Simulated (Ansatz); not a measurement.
# Molecular dynamics of Ta2O5

The input (input.yaml):

```yaml
accuracy: low
crystal:
  lattice:
    - [-4.024603, -4.046927, 0.0]
    - [4.024603, -4.046927, 0.0]
    - [-1.905687, 0.0, 6.840323]
  atoms:
    - { symbol: Ta, position: [0.25022618, 0.81658794, 0.75552212] }
    - { symbol: Ta, position: [0.32972675, 0.73131719, 0.20099524] }
    - { symbol: O, position: [0.99844009, 0.60952453, 0.82943404] }
    - { symbol: O, position: [0.00764964, 0.35112313, 0.14261205] }
    - { symbol: O, position: [0.4783975, 0.63990596, 0.83174151] }
    - { symbol: O, position: [0.03554602, 0.83687302, 0.12013733] }
    - { symbol: O, position: [0.18540234, 0.7304735, 0.4829812] }
    - { symbol: Ta, position: [0.74725452, 0.33778333, 0.81637119] }
    - { symbol: Ta, position: [0.86212886, 0.12824603, 0.24992744] }
    - { symbol: O, position: [0.55183825, 0.11342558, 0.71813338] }
    - { symbol: O, position: [0.5675459, 0.97602811, 0.23857339] }
    - { symbol: O, position: [0.94013876, 0.0459425, 0.82495581] }
    - { symbol: O, position: [0.5488547, 0.43055282, 0.07350352] }
    - { symbol: O, position: [0.87716036, 0.23946981, 0.50286335] }
basis:
  ecutwfc: 420.0
kpoints:
  mp_grid: { grid: [2, 2, 2] }
hamiltonian:
  xc: pbesol
  pseudopotentials: { kind: paw, azcp: { folder: soft_1 } }
scf:
  occupations: { method: fermi_dirac, width: 0.36 }
  lower_state_search: "off"
  max_iter: 85
md:
  timestep: 1.12
  n_steps: 200
  ensemble: nvt_nose_hoover
  temperature: 2520.0
  initial_velocities: maxwell_boltzmann
  seed: 716736
  nose_hoover: { tau: 3.0, chain_length: 1 }
```

Launched with:

```bash
$ ansatz run input.yaml --threads 1 --pin off --max-ram 3072MiB --backend cpu --events-out ev --progress --plain --runs-dir out
```

It goes on from the last frame of an earlier run, with new velocities.

Output, in part (step lines):

```
md step     0: t =     0.00 fs  T =  2520.0 K  F+E_penalty+E_count = -44844.77311154 eV  E_kin = 4.234558 eV  conserved = -44840.53855397 eV  (12 SCF iters)
md step     1: t =     1.12 fs  T =  2542.6 K  F+E_penalty+E_count = -44844.81163512 eV  E_kin = 4.272461 eV  conserved = -44840.53780160 eV  (8 SCF iters)
md step     2: t =     2.24 fs  T =  2571.5 K  F+E_penalty+E_count = -44844.87220699 eV  E_kin = 4.321074 eV  conserved = -44840.53710334 eV  (9 SCF iters)
md step     3: t =     3.36 fs  T =  2604.7 K  F+E_penalty+E_count = -44844.96573467 eV  E_kin = 4.376827 eV  conserved = -44840.53666054 eV  (11 SCF iters)
md step     4: t =     4.48 fs  T =  2636.0 K  F+E_penalty+E_count = -44845.09878986 eV  E_kin = 4.429408 eV  conserved = -44840.53667778 eV  (11 SCF iters)
md step     5: t =     5.60 fs  T =  2655.4 K  F+E_penalty+E_count = -44845.27053720 eV  E_kin = 4.462145 eV  conserved = -44840.53727393 eV  (5 SCF iters)
md step     6: t =     6.72 fs  T =  2652.1 K  F+E_penalty+E_count = -44845.47125845 eV  E_kin = 4.456512 eV  conserved = -44840.53841264 eV  (4 SCF iters)
md step     7: t =     7.84 fs  T =  2618.4 K  F+E_penalty+E_count = -44845.68367494 eV  E_kin = 4.399967 eV  conserved = -44840.53989996 eV  (5 SCF iters)
[... lines left out ...]
md step   199: t =   222.88 fs  T =  2101.0 K  F+E_penalty+E_count = -44845.67069329 eV  E_kin = 3.530477 eV  conserved = -44840.54239222 eV  (5 SCF iters)
md step   200: t =   224.00 fs  T =  1882.3 K  F+E_penalty+E_count = -44845.65676206 eV  E_kin = 3.162934 eV  conserved = -44840.54279421 eV  (11 SCF iters)
```

The steps, from the saved trajectory:

| time (fs) | T (K) | potential energy less start (eV) | conserved less start (meV/atom) |
| --- | --- | --- | --- |
| 0.0 | 2520 | 0.000 | 0.00 |
| 6.7 | 2652 | -0.698 | 0.01 |
| 13.4 | 2254 | -1.532 | -0.41 |
| 20.2 | 2727 | -1.027 | -0.01 |
| 26.9 | 2392 | -0.853 | -0.11 |
| 33.6 | 2644 | -1.075 | -0.17 |
| 40.3 | 2376 | -1.084 | -0.06 |
| 47.0 | 2761 | -1.605 | -0.15 |
| 53.8 | 2262 | -2.193 | -0.22 |
| 60.5 | 2749 | -2.542 | -0.26 |
| 67.2 | 2314 | -2.612 | -0.17 |
| 73.9 | 2680 | -2.722 | -0.34 |
| 80.6 | 2247 | -1.963 | -0.16 |
| 87.4 | 2974 | -1.418 | -0.03 |
| 94.1 | 2060 | -1.483 | -0.33 |
| 100.8 | 3038 | -0.941 | 0.05 |
| 107.5 | 2235 | -1.260 | -0.05 |
| 114.2 | 2724 | -2.112 | -0.30 |
| 121.0 | 2249 | -2.056 | -0.18 |
| 127.7 | 2804 | -1.876 | -0.20 |
| 134.4 | 2228 | -1.598 | -0.25 |
| 141.1 | 2770 | -1.018 | -0.12 |
| 147.8 | 2339 | -0.427 | 0.03 |
| 154.6 | 2727 | -0.646 | -0.06 |
| 161.3 | 2313 | -1.029 | -0.12 |
| 168.0 | 2621 | -1.315 | -0.33 |
| 174.7 | 2527 | -1.407 | 0.04 |
| 181.4 | 2444 | -3.166 | -0.55 |
| 188.2 | 2318 | -3.983 | -0.62 |
| 194.9 | 2571 | -3.892 | -0.38 |
| 201.6 | 2409 | -3.750 | -0.45 |
| 208.3 | 2429 | -3.079 | -0.51 |
| 215.0 | 2483 | -1.755 | -0.19 |
| 221.8 | 2464 | -0.931 | -0.24 |

The run went to its last step. The conserved energy stayed within 0.68 meV per atom of its start (net change -0.3 meV per atom), so the integration is sound. A run of 0.22 ps of so small a system gives no equilibrium averages. Limits of this set-up: coarse k mesh, PAW files made for another functional, low accuracy level.

Mean squared displacements from the first frame to the last, about the centre of mass: Ta 0.26 Å², O 0.55 Å².

Last frame:

```xyz
14
Lattice="-4.0246 -4.0469 0.0000 4.0246 -4.0469 0.0000 -1.9057 0.0000 6.8403" Properties=species:S:1:pos:R:3
Ta 0.988 -3.933 5.411
Ta 0.860 -4.491 1.691
O -3.034 -5.913 5.420
O 1.143 -2.255 1.263
O -1.018 -4.196 6.062
O 2.566 -4.611 0.985
O 0.569 -3.968 3.516
Ta -3.142 -4.174 5.359
Ta -3.169 -4.436 1.294
O -2.613 -1.591 5.210
O 0.825 -6.343 1.334
O -5.120 -3.906 5.872
O -0.978 -3.750 0.606
O -3.386 -4.333 3.243
```

The run took 16 min on 1 thread of Arm Neoverse V2, on a shared host, peak memory 0.55 GiB.
